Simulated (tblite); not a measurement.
# C5H10BClSi: the cost of one run

Computed with tblite 0.8.0 and PySCF 2.14.0, with density-fitted response routines of our own, on a single molecule in the gas phase. Atoms count from 0, in the outputs and in this text.

## 1. Starting geometry

18 atoms, charge 0, multiplicity 1; geometry from: force field or distance geometry start.

Bonds of the start (Å): C0–B1 1.58, B1–Si2 1.93, Si2–Cl3 2.09, B1–C4 1.61, C4–C5 1.52, C5–C6 1.52, C6–C7 1.51, C7–C4 1.53, C7–C5 1.54, C0–H8 1.11, C0–H9 1.11, C0–H10 1.12, Si2–H11 1.47, Si2–H12 1.46, C4–H13 1.10, C5–H14 1.11, C6–H15 1.10, C6–H16 1.11, C7–H17 1.11.

## 2. Relaxing the molecule with GFN2-xTB

What the job is given:

```
{"job": {"kind": "relax", "xc": "GFN2-xTB", "basis": "xTB"}, "charge": 0, "multiplicity": 1}
C     -1.548200     1.308400     0.891500
B     -0.932700     0.045600     0.162600
Si    -1.922000    -0.856200    -1.228400
Cl    -3.775500    -1.482200    -0.480200
C      0.469900    -0.565200     0.670000
C      1.536400    -0.701800    -0.409000
C      2.893000    -0.254200     0.105900
C      1.651000     0.405100     0.661000
H     -1.699000     2.118000     0.149800
H     -0.885600     1.670900     1.699900
H     -2.538700     1.036100     1.335600
H     -2.156600     0.081900    -2.340400
H     -1.175400    -2.013600    -1.703300
H      0.514500    -1.338700     1.453600
H      1.282900    -0.218500    -1.379500
H      3.476400     0.369800    -0.583800
H      3.365300    -0.974200     0.813100
H      1.435400     1.375000     0.170100
```

Started as:

```console
> OMP_NUM_THREADS=1 python probes_run.py task.json out
```

The driver reads the jobs from task.json and runs them one after another.

**Question.** How long does this first job take on 1 thread of Arm Neoverse N1, shared host, and how much memory does it need?

About 2.5 s, with a peak of 0.18 GiB.
